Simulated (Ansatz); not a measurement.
# TiC2N2: the cost of one run

Program: Ansatz 0.2.0. Level of theory: DFT PBE, scalar-relativistic, plane waves, PAW. These are calculated values, not measurements.

## 1. Starting point

It takes space group P4/mmm (No. 123, tetragonal). The conventional cell has a = 7.266 Å, b = 7.266 Å, c = 3.650 Å, α = 90.00°, β = 90.00°, γ = 90.00°. Ti (site symmetry 4/mmm) has 4 C at 1.94 Å in its first shell of neighbours. Around Ti (site symmetry 4/mmm) lie 4 N at 2.03 Å. C (site symmetry m2m) is surrounded by 1 N at 1.17 Å and 1 Ti at 1.94 Å. N (site symmetry m2m) has 1 C at 1.17 Å and 1 Ti at 2.03 Å in its first shell of neighbours.

Structure file:

```
Ti C N
1.0
     7.26623    0.00000    0.00000
     0.00000    7.26623    0.00000
     0.00000    0.00000    3.65002
Ti C N
2 4 4
Cartesian
  0.0000 0.0000 0.0000
  3.6331 3.6331 0.0000
  1.3704 5.8959 0.0000
  5.8959 1.3704 0.0000
  1.3704 1.3704 0.0000
  5.8959 5.8959 0.0000
  2.1977 5.0685 0.0000
  5.0685 2.1977 0.0000
  2.1977 2.1977 0.0000
  5.0685 5.0685 0.0000
```

The cell is invented: stacked square cyanide-bridged sheets (P4/mmm, No. 123). The dimensions are guesses.

## 2. The guess as it stands, on a coarse mesh

The input, input.yaml:

```yaml
crystal:
  lattice:
    - [7.26622928, 0.0, 0.0]
    - [0.0, 7.26622928, 0.0]
    - [0.0, 0.0, 3.65001574]
  atoms:
    - { symbol: Ti, position: [0.0, 0.0, 0.0], spin: 1.0 }
    - { symbol: Ti, position: [0.5, 0.5, 0.0], spin: 1.0 }
    - { symbol: C, position: [0.18859478, 0.81140522, 0.0] }
    - { symbol: C, position: [0.81140522, 0.18859478, 0.0] }
    - { symbol: C, position: [0.18859478, 0.18859478, 0.0] }
    - { symbol: C, position: [0.81140522, 0.81140522, 0.0] }
    - { symbol: "N", position: [0.30245232, 0.69754768, 0.0] }
    - { symbol: "N", position: [0.69754768, 0.30245232, 0.0] }
    - { symbol: "N", position: [0.30245232, 0.30245232, 0.0] }
    - { symbol: "N", position: [0.69754768, 0.69754768, 0.0] }
basis:
  ecutwfc: 420
kpoints:
  mp_grid: { grid: [4, 4, 6] }
hamiltonian:
  xc: pbe
scf:
  occupations: { method: gaussian, width: 0.1 }
  lower_state_search: "off"
output:
  forces: true
  stress: true
  eigenvalues: true
  populations: true
magnetization:
  spin_polarized: true
```

Command:

```bash
$ ansatz run input.yaml --threads 1 --pin off --max-ram 2560MiB --backend cpu --events-out ev --progress --plain --runs-dir out
```

What time and memory should one allow on 1 thread of Intel Xeon 6975P-C (Granite Rapids), shared host?

About 26 s, with a peak of 0.63 GiB.
